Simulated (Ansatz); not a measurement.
# C₅H₁₆BNSi: basis-set convergence

The task here is to estimate one member of a computed series from the others.

Program: Ansatz 0.2.0, Gaussian basis. Level of theory: one geometry, several basis sets. These are calculated values, not measurements.

The runs, in order: PBE0-D4/def2-SVP; ωB97M-V/def2-SVP; PBE0-D4/def2-QZVPP; ωB97M-V/def2-QZVPP; the functionals' def2-TZVPP values are taken from earlier runs.

## The relaxed structure

An earlier PBE0-D4 in a triple-zeta def2 set relaxation fixed the geometry.

SMILES `BN([SiH2]C)C(C)(C)C`, 24 atoms, charge 0, spin multiplicity 1.

Atoms are counted from 1 here; the program's logs count them from 0.

Bond lengths: B1–N2 1.394 Å, B1–H9 1.203 Å, B1–H10 1.194 Å, N2–Si3 1.768 Å, N2–C5 1.482 Å, Si3–C4 1.863 Å, Si3–H11 1.484 Å, Si3–H12 1.488 Å, C4–H13 1.092 Å, C4–H14 1.093 Å, C4–H15 1.092 Å, C5–C6 1.528 Å, C5–C7 1.528 Å, C5–C8 1.521 Å, C6–H16 1.091 Å, C6–H17 1.093 Å, C6–H18 1.092 Å, C7–H19 1.093 Å and more. Angles: N2–B1–H9 117.1°, N2–B1–H10 123.6°, H9–B1–H10 119.3°, B1–N2–Si3 112.6°, B1–N2–C5 125.9°, Si3–N2–C5 121.5°, N2–Si3–C4 111.5°, N2–Si3–H11 108.8°, N2–Si3–H12 109.5°, C4–Si3–H11 110.5°, C4–Si3–H12 109.0°, H11–Si3–H12 107.5°, Si3–C4–H13 110.6°, Si3–C4–H14 110.5°, Si3–C4–H15 111.0°, H13–C4–H14 108.3°, H13–C4–H15 108.3°, H14–C4–H15 108.2° and more.

The first run:

in.yaml reads:

```yaml
crystal:
  periodic: [false, false, false]
  atoms:
    - {symbol: B, position_ang: [-1.403578, -1.495659, 0.148559]}
    - {symbol: N, position_ang: [-0.310646, -0.631158, 0.198753]}
    - {symbol: Si, position_ang: [0.199584, -0.276405, 1.854273]}
    - {symbol: C, position_ang: [-0.999935, 0.864062, 2.710173]}
    - {symbol: C, position_ang: [0.355607, -0.003458, -0.967261]}
    - {symbol: C, position_ang: [1.786240, -0.530300, -1.067309]}
    - {symbol: C, position_ang: [0.366894, 1.512615, -0.776527]}
    - {symbol: C, position_ang: [-0.372505, -0.321794, -2.264078]}
    - {symbol: H, position_ang: [-1.826341, -1.906682, 1.197514]}
    - {symbol: H, position_ang: [-1.931739, -1.834024, -0.867275]}
    - {symbol: H, position_ang: [0.323411, -1.553326, 2.599683]}
    - {symbol: H, position_ang: [1.544433, 0.361048, 1.832682]}
    - {symbol: H, position_ang: [-1.995543, 0.416324, 2.746619]}
    - {symbol: H, position_ang: [-0.675542, 1.061603, 3.735397]}
    - {symbol: H, position_ang: [-1.073275, 1.819323, 2.185150]}
    - {symbol: H, position_ang: [2.360652, -0.302759, -0.167540]}
    - {symbol: H, position_ang: [2.299995, -0.076111, -1.917865]}
    - {symbol: H, position_ang: [1.780964, -1.613533, -1.206560]}
    - {symbol: H, position_ang: [0.907927, 1.801528, 0.127874]}
    - {symbol: H, position_ang: [-0.653545, 1.896625, -0.707879]}
    - {symbol: H, position_ang: [0.859682, 1.997489, -1.622117]}
    - {symbol: H, position_ang: [0.139545, 0.179969, -3.087952]}
    - {symbol: H, position_ang: [-0.380704, -1.392848, -2.470729]}
    - {symbol: H, position_ang: [-1.406680, 0.026870, -2.240185]}
basis:
  gaussian: {orbitals: def2-SVP}
hamiltonian: {xc: pbe0, dispersion: d4}
output: {orbitals: {seedname: orbitals}}
```

Command:

```bash
> ansatz run in.yaml --threads 4 --pin off --events-out ev --progress --plain --max-ram 41984MiB --backend cpu
```

Among the steps run: PBE0-D4 in def2-SVP; ωB97M-V in def2-SVP; PBE0-D4 in def2-QZVPP; ωB97M-V in def2-QZVPP.

One of the session's tables, all rows but one given; the rest of the session is left out.

It belongs to the step «Functionals by basis». 

| functional | basis | HOMO (eV) | LUMO (eV) |
| --- | --- | --- | --- |
| PBE0-D4 | def2-SVP | ? | ? |
| PBE0-D4 | def2-TZVPP | -7.66 | -0.08 |
| PBE0-D4 | def2-QZVPP | -7.67 | -0.14 |
| ωB97M-V | def2-SVP | -9.89 | 2.13 |
| ωB97M-V | def2-TZVPP | -9.94 | 1.69 |
| ωB97M-V | def2-QZVPP | -9.94 | 1.43 |

**Question.** Estimate the row for PBE0-D4, def2-SVP.

The run gave: HOMO (eV): -7.63; LUMO (eV): 0.14. In the column «HOMO (eV)» it is the highest.
